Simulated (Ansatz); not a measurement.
# As2: vertical energies of changing the electron count

Run with the Ansatz DFT code, driven from Python.

`as2.py`
```python
"""Vertical ionisation energy and electron affinity of As2."""

import ansatz


def total_energy(molecule, charge=0, unpaired=0):
    calc = (
        molecule.calculation()
        .basis(gaussian="def2-SVPD")  # atom-centred Gaussian functions
        .functional("b3lyp", dispersion="d4")
    )
    if charge:
        calc = calc.charge(charge)
    if unpaired:
        calc = calc.spin("collinear", total=unpaired)
    return calc.run().report["free_energy_ev"]

geometry = (
    ansatz.Crystal.molecule()
    .atom("As", (0.0, 0.0, 0.0))
    .atom("As", (0.0, 0.0, 2.35))
)

# total-energy differences at one geometry
parent = total_energy(geometry, 0, 0)
cation = total_energy(geometry, 1, 1)
print(f"E(N)   = {parent:.5f} eV")
print(f"E(N-1) = {cation:.5f} eV  (1 unpaired)")
print(f"vertical ionisation energy {cation - parent:.3f} eV")
anion = total_energy(geometry, -1, 1)
print(f"E(N+1) = {anion:.5f} eV  (1 unpaired)")
print(f"vertical electron affinity {parent - anion:.3f} eV" + ("" if anion < parent else " (unbound in this basis)"))
print(f"fundamental gap IP - EA = {cation + anion - 2 * parent:.3f} eV")
```

```console
$ python as2.py
E(N)   = -121669.59653 eV
E(N-1) = -121660.45632 eV  (1 unpaired)
vertical ionisation energy 9.140 eV
E(N+1) = -121670.56828 eV  (1 unpaired)
vertical electron affinity 0.972 eV
fundamental gap IP - EA = 8.168 eV
```

At this unrelaxed geometry removing an electron costs 9.14 eV and adding one releases 0.97 eV.

Reading the output:
- Total energies depend on the basis set; only differences at equal settings carry meaning.
- The geometry is a force-field or estimated start, not a minimum of this method, and the basis set is short of its limit. All parts are taken at fixed geometry, without zero-point energy. At an unrelaxed start these energies can be a whole eV from those at the minimum, and a small affinity can change sign.
- b3lyp holds the VWN-RPA fit, as in Gaussian; the form of ORCA and Turbomole is b3lyp5.
- The spin state was assumed, and another may lie lower.
- Hardware and time: 12 s on 1 thread of Arm Neoverse V2, with other jobs on the host, peak memory 0.28 GiB.
